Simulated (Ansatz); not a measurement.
# ZnO: the cost of one run

Computed with Ansatz 0.2.0 (DFT LDA, scalar-relativistic, plane waves, PAW, unless a step's input says otherwise).

2 further runs of the same task are left out: 2 set aside as unsound or not needed.

**1. The starting structure**

It takes space group P6_3mc (No. 186, hexagonal). The conventional cell has a = 3.187 Å, b = 3.187 Å, c = 5.152 Å, α = 90.00°, β = 90.00°, γ = 120.00°. Zn (site symmetry 3m) has 4 O at 1.94 to 1.95 Å as nearest neighbours. Around O (site symmetry 3m) lie 4 Zn at 1.94 to 1.95 Å.

Structure file:

```
CELL_PARAMETERS angstrom
3.18714 0.00000 0.00000
-1.59357 2.76015 0.00000
0.00000 0.00000 5.15226
ATOMIC_POSITIONS crystal
Zn 0.66667 0.33333 0.50095
Zn 0.33333 0.66667 0.00095
O 0.66667 0.33333 0.87936
O 0.33333 0.66667 0.37936
```

It goes back to an entry of the Materials Project.

This cell was relaxed beforehand with the same method: volume 11.33 Å³/atom, gap on the mesh 0.80 eV.

**2. The bulk's band edges**

Input file input.yaml:

```yaml
crystal:
  lattice:
    - [3.1871439698, 0.0, 0.0]
    - [-1.5935719849, 2.7601476433, 0.0]
    - [0.0, 0.0, 5.1522601983]
  atoms:
    - { symbol: Zn, position: [0.6666666667, 0.3333333333, 0.5009539726] }
    - { symbol: Zn, position: [0.3333333333, 0.6666666667, 0.0009539726] }
    - { symbol: O, position: [0.6666666667, 0.3333333333, 0.8793560274] }
    - { symbol: O, position: [0.3333333333, 0.6666666667, 0.3793560274] }
basis:
  ecutwfc: 420
kpoints:
  mp_grid: { grid: [12, 12, 6] }
  band_path: { path: [VBM, CBM], npoints: 2 }
hamiltonian:
  xc: lda
scf:
  occupations: { method: gaussian, width: 0.02 }
output:
  forces: true
  stress: true
  eigenvalues: true
```

Command:

```bash
> ansatz run input.yaml --threads 8 --pin off --max-ram 20480MiB --backend cpu --events-out ev --progress --plain --runs-dir out
```

**Question.** How long does this run take on 8 threads of Intel Xeon at 2.70GHz, shared host, and how much memory does it need?

About 2.1 s, with a peak of 0.5 GiB.
